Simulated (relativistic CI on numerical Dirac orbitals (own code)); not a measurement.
# Ti³⁺: 1s photoemission with charge transfer

Aim: the 1s photoemission spectrum of Ti³⁺ in a cubic metal-ligand cluster, for 5 values of Delta.

Program: relativistic CI on numerical Dirac orbitals (own code) version 3. Level of theory: charge-transfer multiplet model of a cubic metal-ligand cluster with up to 2 ligand holes, Slater and spin-orbit integrals from Dirac-Coulomb-Breit ions, Slater integrals scaled by 0.7. These are calculated values, not measurements, unless marked.

### Step 1. Starting point

| Item | Value |
| --- | --- |
| ion | Ti³⁺ (Ti IV) |
| nuclear charge | 22 |
| electrons | 19 |
| d electrons | 1 |
| ligand holes at most | 2 |
| parameters | in eV; Veg, Vt2g hoppings, tenDq and tenDqL metal and ligand splittings (negative tenDq: tetrahedral), red the scaling of hopping with a core hole |
| temperature | 300 K |
| widths | Lorentz 1.1 eV, Gauss 0.6 eV |

### Step 2. Delta = 2.2 eV

Settings of the run:

```ini
cluster ion=Ti3+ d1 ligand_holes=2 slater_scale=0.7
Delta=2.2 Udd=4 Upd=5.2 tenDq=0.9 tenDqL=1.3 Veg=1.95 Vt2g=-1.02 red=0.8
spectrum xps 1s T=300 lorentz=1.1 gauss=0.6
```

Command:

```
> python run_levels.py task.json out
```

task.json lists these runs, among others, and the program works through them in turn.

Main fields of the result record, rounded:

```text
status: converged
curve, one point in 4 above 2 % of the maximum [energy, intensity] [eV from the first main peak; 1/eV]:
  - [-3, 0.01539]
  - [-2.6, 0.02021]
  - [-2.2, 0.02773]
  - [-1.8, 0.04035]
  - [-1.4, 0.06367]
  - [-1, 0.1119]
  - [-0.6, 0.2141]
  - [-0.2, 0.3597]
  - [0.2, 0.3846]
  - [0.6, 0.2508]
  - [1, 0.1353]
  - [1.4, 0.07881]
  - [1.8, 0.05079]
  - [2.2, 0.03656]
  - [2.6, 0.03005]
  - [3, 0.02548]
  - [3.4, 0.02015]
  - [3.8, 0.01619]
  - [4.2, 0.01413]
  - [4.6, 0.01321]
  - [5, 0.0135]
  - [5.4, 0.0154]
  - [5.8, 0.01895]
  - [6.2, 0.02405]
  - [6.6, 0.03213]
  - [7, 0.04598]
  - [7.4, 0.05906]
  - [7.8, 0.05593]
  - [8.2, 0.04232]
  - [8.6, 0.03049]
  - [9, 0.02113]
  - [9.4, 0.01436]
  - [9.8, 0.01026]
weights: [0.407507, 0.489327, 0.103166]
n_d: 1.69566
n_eg: 0.515213
ground_S: 0.500015
ground_energy [eV]: -5.27385
cluster_levels [E_eV, degeneracy, S, weight_dn]:
  - [2.043e-14, 4, 0.5, 0.4075]
  - [0.02558, 2, 0.5, 0.4075]
  - [1.423, 4, 0.5, 0.4285]
  - [3.389, 2, 1.499, 1.333e-29]
  - [3.393, 4, 1.499, 1.938e-06]
  - [3.399, 4, 1.499, 1.458e-05]
  - [3.403, 2, 1.499, 2.891e-05]
  - [3.417, 2, 1.497, 9.812e-06]
  - [3.423, 4, 1.47, 8.999e-06]
  - [3.425, 2, 1.333, 1.882e-30]
  - [3.434, 4, 1.461, 1.372e-06]
  - [3.446, 2, 0.7823, 1.523e-30]
  - [3.454, 4, 0.6262, 7.114e-05]
  - [3.516, 2, 0.5083, 0.002227]
  - [3.531, 4, 0.506, 0.002452]
  - [4.423, 2, 1.495, 6.818e-28]
  - [4.423, 3, 1.498, 2.819e-06]
  - [4.428, 3, 1.494, 1.169e-06]
  - [4.433, 2, 1.5, 3.539e-30]
  - [4.433, 2, 1.5, 1.414e-08]
atomic [eV]: {"ground": {"F2dd": 5.75569, "F4dd": 3.57902, "zeta_d": 0.0171529}, "final": {"F2dd": 5.75569, "F4dd": 3.57902, "zeta_d": 0.0302398, "zeta_core": 0.0, "G2cd": 0.0344186}}
```

It took 3.5 s on 1 thread of Neoverse-V1, shared host; peak memory 0.19 GiB.

### Step 3. Delta = -0.8 eV

Settings of the run:

```ini
cluster ion=Ti3+ d1 ligand_holes=2 slater_scale=0.7
Delta=-0.8 Udd=4 Upd=5.2 tenDq=0.9 tenDqL=1.3 Veg=1.95 Vt2g=-1.02 red=0.8
spectrum xps 1s T=300 lorentz=1.1 gauss=0.6
```

Main fields:

```text
status: converged
curve, one point in 6 above 2 % of the maximum [energy, intensity] [eV from the first main peak; 1/eV]:
  - [-3.8, 0.01006]
  - [-3.2, 0.01404]
  - [-2.6, 0.02098]
  - [-2, 0.03468]
  - [-1.4, 0.06737]
  - [-0.8, 0.1653]
  - [-0.2, 0.3722]
  - [0.4, 0.317]
  - [1, 0.136]
  - [1.6, 0.0643]
  - [2.2, 0.04152]
  - [2.8, 0.02804]
  - [3.4, 0.01891]
  - [4, 0.01518]
  - [4.6, 0.01289]
  - [5.2, 0.0113]
  - [5.8, 0.01148]
  - [6.4, 0.01305]
  - [7, 0.01646]
  - [7.6, 0.02712]
  - [8.2, 0.04106]
  - [8.8, 0.04149]
  - [9.4, 0.03244]
  - [10, 0.01794]
  - [10.6, 0.009835]
weights: [0.201154, 0.571233, 0.227613]
n_d: 2.02646
n_eg: 0.750526
ground_S: 0.500047
ground_energy [eV]: -7.8605
cluster_levels [E_eV, degeneracy, S, weight_dn]:
  - [1.066e-14, 4, 0.5, 0.2012]
  - [0.02548, 2, 0.5001, 0.2012]
  - [1.497, 4, 0.5001, 0.2051]
  - [2.189, 2, 1.499, 2.369e-29]
  - [2.193, 4, 1.499, 1.657e-06]
  - [2.2, 4, 1.5, 1.053e-05]
  - [2.204, 2, 1.499, 2.139e-05]
  - [2.229, 2, 1.499, 5.663e-07]
  - [2.236, 4, 1.491, 6.82e-07]
  - [2.241, 2, 1.438, 1.727e-29]
  - [2.246, 4, 1.484, 4.419e-06]
  - [2.271, 2, 0.6159, 1.284e-29]
  - [2.28, 4, 0.5475, 3.205e-05]
  - [2.39, 2, 0.5026, 0.001956]
  - [2.404, 4, 0.5024, 0.002121]
  - [3.184, 2, 1.497, 1.539e-27]
  - [3.185, 3, 1.499, 2.472e-06]
  - [3.19, 3, 1.498, 1.014e-06]
  - [3.2, 2, 1.5, 3.963e-28]
  - [3.2, 2, 1.463, 3.214e-06]
atomic [eV]: {"ground": {"F2dd": 5.75569, "F4dd": 3.57902, "zeta_d": 0.0171529}, "final": {"F2dd": 5.75569, "F4dd": 3.57902, "zeta_d": 0.0302398, "zeta_core": 0.0, "G2cd": 0.0344186}}
```

Wall time 3.1 s (1 thread of Neoverse-V1, shared host); peak memory 0.2 GiB.

### Step 4. Delta = 0.2 eV

Settings of the run:

```ini
cluster ion=Ti3+ d1 ligand_holes=2 slater_scale=0.7
Delta=0.2 Udd=4 Upd=5.2 tenDq=0.9 tenDqL=1.3 Veg=1.95 Vt2g=-1.02 red=0.8
spectrum xps 1s T=300 lorentz=1.1 gauss=0.6
```

Main fields:

```text
status: converged
curve, one point in 6 above 2 % of the maximum [energy, intensity] [eV from the first main peak; 1/eV]:
  - [-3.3, 0.01314]
  - [-2.7, 0.01936]
  - [-2.1, 0.03134]
  - [-1.5, 0.05886]
  - [-0.9, 0.1389]
  - [-0.3, 0.3389]
  - [0.3, 0.3511]
  - [0.9, 0.1548]
  - [1.5, 0.06987]
  - [2.1, 0.04127]
  - [2.7, 0.02987]
  - [3.3, 0.02002]
  - [3.9, 0.01516]
  - [4.5, 0.01344]
  - [5.1, 0.01265]
  - [5.7, 0.01267]
  - [6.3, 0.01548]
  - [6.9, 0.0222]
  - [7.5, 0.03371]
  - [8.1, 0.04668]
  - [8.7, 0.042]
  - [9.3, 0.02765]
  - [9.9, 0.01495]
  - [10.5, 0.008664]
weights: [0.261288, 0.559002, 0.17971]
n_d: 1.91842
n_eg: 0.674518
ground_S: 0.500033
ground_energy [eV]: -6.88765
cluster_levels [E_eV, degeneracy, S, weight_dn]:
  - [1.421e-14, 4, 0.5, 0.2613]
  - [0.02551, 2, 0.5, 0.2613]
  - [1.478, 4, 0.5001, 0.2703]
  - [2.524, 2, 1.499, 8.788e-30]
  - [2.528, 4, 1.499, 1.778e-06]
  - [2.534, 4, 1.5, 1.198e-05]
  - [2.538, 2, 1.499, 2.451e-05]
  - [2.559, 2, 1.499, 1.753e-06]
  - [2.565, 4, 1.487, 1.882e-06]
  - [2.569, 2, 1.414, 8.409e-30]
  - [2.576, 4, 1.479, 2.746e-06]
  - [2.596, 2, 0.6574, 1.604e-29]
  - [2.605, 4, 0.565, 4.262e-05]
  - [2.696, 2, 0.5038, 0.002093]
  - [2.71, 4, 0.5033, 0.002283]
  - [3.53, 2, 1.497, 3.256e-26]
  - [3.53, 3, 1.499, 2.576e-06]
  - [3.536, 3, 1.498, 1.127e-06]
  - [3.543, 2, 1.5, 2.411e-29]
  - [3.543, 2, 1.5, 1.266e-08]
atomic [eV]: {"ground": {"F2dd": 5.75569, "F4dd": 3.57902, "zeta_d": 0.0171529}, "final": {"F2dd": 5.75569, "F4dd": 3.57902, "zeta_d": 0.0302398, "zeta_core": 0.0, "G2cd": 0.0344186}}
```

Run time: 3.3 s. Hardware: 1 thread of Neoverse-V1, shared host; peak memory 0.2 GiB.

### Step 5. Delta = 1.2 eV

Settings of the run:

```ini
cluster ion=Ti3+ d1 ligand_holes=2 slater_scale=0.7
Delta=1.2 Udd=4 Upd=5.2 tenDq=0.9 tenDqL=1.3 Veg=1.95 Vt2g=-1.02 red=0.8
spectrum xps 1s T=300 lorentz=1.1 gauss=0.6
```

Main fields:

```text
status: converged
curve, one point in 6 above 2 % of the maximum [energy, intensity] [eV from the first main peak; 1/eV]:
  - [-3.7, 0.0104]
  - [-3.1, 0.01463]
  - [-2.5, 0.0221]
  - [-1.9, 0.03718]
  - [-1.3, 0.07434]
  - [-0.7, 0.1874]
  - [-0.1, 0.3886]
  - [0.5, 0.2829]
  - [1.1, 0.1161]
  - [1.7, 0.056]
  - [2.3, 0.03539]
  - [2.9, 0.02645]
  - [3.5, 0.0182]
  - [4.1, 0.01422]
  - [4.7, 0.01307]
  - [5.3, 0.01398]
  - [5.9, 0.01585]
  - [6.5, 0.02163]
  - [7.1, 0.03608]
  - [7.7, 0.04923]
  - [8.3, 0.04737]
  - [8.9, 0.03129]
  - [9.5, 0.01742]
  - [10.1, 0.01]
weights: [0.331141, 0.530876, 0.137983]
n_d: 1.80684
n_eg: 0.595166
ground_S: 0.500022
ground_energy [eV]: -6.02487
cluster_levels [E_eV, degeneracy, S, weight_dn]:
  - [2.398e-14, 4, 0.5, 0.3311]
  - [0.02554, 2, 0.5, 0.3311]
  - [1.453, 4, 0.5, 0.3461]
  - [2.921, 2, 1.499, 5.174e-30]
  - [2.924, 4, 1.499, 1.878e-06]
  - [2.931, 4, 1.499, 1.339e-05]
  - [2.935, 2, 1.499, 2.732e-05]
  - [2.951, 2, 1.498, 4.451e-06]
  - [2.958, 4, 1.48, 4.446e-06]
  - [2.961, 2, 1.379, 6.177e-30]
  - [2.969, 4, 1.472, 1.879e-06]
  - [2.985, 2, 0.7132, 1.218e-29]
  - [2.993, 4, 0.5904, 5.577e-05]
  - [3.068, 2, 0.5056, 0.002186]
  - [3.083, 4, 0.5044, 0.002397]
  - [3.94, 2, 1.496, 1.809e-28]
  - [3.94, 3, 1.498, 2.675e-06]
  - [3.946, 3, 1.497, 1.191e-06]
  - [3.951, 2, 1.5, 4.359e-30]
  - [3.952, 2, 1.5, 1.339e-08]
atomic [eV]: {"ground": {"F2dd": 5.75569, "F4dd": 3.57902, "zeta_d": 0.0171529}, "final": {"F2dd": 5.75569, "F4dd": 3.57902, "zeta_d": 0.0302398, "zeta_core": 0.0, "G2cd": 0.0344186}}
```

Run time: 3.3 s. Hardware: 1 thread of Neoverse-V1, shared host; peak memory 0.2 GiB.

### Step 6. Delta = 4.2 eV

Settings of the run:

```ini
cluster ion=Ti3+ d1 ligand_holes=2 slater_scale=0.7
Delta=4.2 Udd=4 Upd=5.2 tenDq=0.9 tenDqL=1.3 Veg=1.95 Vt2g=-1.02 red=0.8
spectrum xps 1s T=300 lorentz=1.1 gauss=0.6
```

Main fields:

```text
status: converged
curve, one point in 5 above 2 % of the maximum [energy, intensity] [eV from the first main peak; 1/eV]:
  - [-3.4, 0.01297]
  - [-2.9, 0.01774]
  - [-2.4, 0.02575]
  - [-1.9, 0.04068]
  - [-1.4, 0.07292]
  - [-0.9, 0.1548]
  - [-0.4, 0.3289]
  - [0.1, 0.3938]
  - [0.6, 0.2213]
  - [1.1, 0.1017]
  - [1.6, 0.05611]
  - [2.1, 0.03603]
  - [2.6, 0.02748]
  - [3.1, 0.02446]
  - [3.6, 0.01983]
  - [4.1, 0.01602]
  - [4.6, 0.01522]
  - [5.1, 0.0173]
  - [5.6, 0.02603]
  - [6.1, 0.04798]
  - [6.6, 0.07046]
  - [7.1, 0.0569]
  - [7.6, 0.03254]
  - [8.1, 0.01855]
  - [8.6, 0.01136]
weights: [0.560565, 0.385153, 0.0542821]
n_d: 1.49372
n_eg: 0.367979
ground_S: 0.500006
ground_energy [eV]: -4.09101
cluster_levels [E_eV, degeneracy, S, weight_dn]:
  - [2.043e-14, 4, 0.5, 0.5606]
  - [0.02568, 2, 0.5, 0.5605]
  - [1.351, 4, 0.5, 0.5891]
  - [4.551, 2, 1.499, 0]
  - [4.554, 4, 1.499, 1.909e-06]
  - [4.559, 4, 1.499, 1.591e-05]
  - [4.563, 2, 1.499, 2.584e-05]
  - [4.574, 2, 1.492, 3.223e-05]
  - [4.579, 4, 1.436, 2.66e-05]
  - [4.579, 2, 1.213, 2.478e-28]
  - [4.591, 4, 1.424, 1.054e-06]
  - [4.597, 2, 0.9383, 3.184e-30]
  - [4.604, 4, 0.74, 0.0001052]
  - [4.646, 2, 0.5177, 0.002151]
  - [4.661, 4, 0.5109, 0.002378]
  - [5.6, 2, 1.435, 7.646e-28]
  - [5.602, 2, 1.414, 1.504e-06]
  - [5.604, 2, 1.381, 3.96e-06]
  - [5.607, 2, 1.235, 7.312e-06]
  - [5.618, 1, 1.366, 3.391e-07]
  - [5.618, 1, 1.373, 2.827e-06]
  - [5.618, 1, 1.464, 6.556e-28]
  - "... 2 more rows left out ..."
atomic [eV]: {"ground": {"F2dd": 5.75569, "F4dd": 3.57902, "zeta_d": 0.0171529}, "final": {"F2dd": 5.75569, "F4dd": 3.57902, "zeta_d": 0.0302398, "zeta_core": 0.0, "G2cd": 0.0344186}}
```

Wall time 2.8 s (1 thread of Neoverse-V1, shared host); peak memory 0.2 GiB.

### Step 7. Comparison

| run | d count | weight without ligand hole | ground S | up to four highest peaks (% of the highest), eV from the first main peak |
| --- | --- | --- | --- | --- |
| Delta = 2.2 eV | 1.70 | 0.41 | 0.50 | 0.0 (100), 7.5 (15) |
| Delta = -0.8 eV | 2.03 | 0.20 | 0.50 | 0.0 (100), 8.5 (11) |
| Delta = 0.2 eV | 1.92 | 0.26 | 0.50 | 0.0 (100), 8.2 (12) |
| Delta = 1.2 eV | 1.81 | 0.33 | 0.50 | 0.0 (100), 8.0 (13) |
| Delta = 4.2 eV | 1.49 | 0.56 | 0.50 | 0.0 (100), 6.7 (17) |

### Step 8. What came out

| quantity | value |
| --- | --- |
| d count | 1.49 to 2.03 |
| ground spin (effective S from ⟨S²⟩) | 0.50 |

**Reading.** From Delta = -0.8 eV to Delta = 4.2 eV the ground-state d count goes from 2.03 to 1.49. In the first run the ligand-hole configurations outweigh d1 itself: the bond is strongly covalent. The space is cut at the given number of ligand holes while the last configuration still holds over a tenth of the ground state. The cluster parameters are drawn, not fitted to a compound.
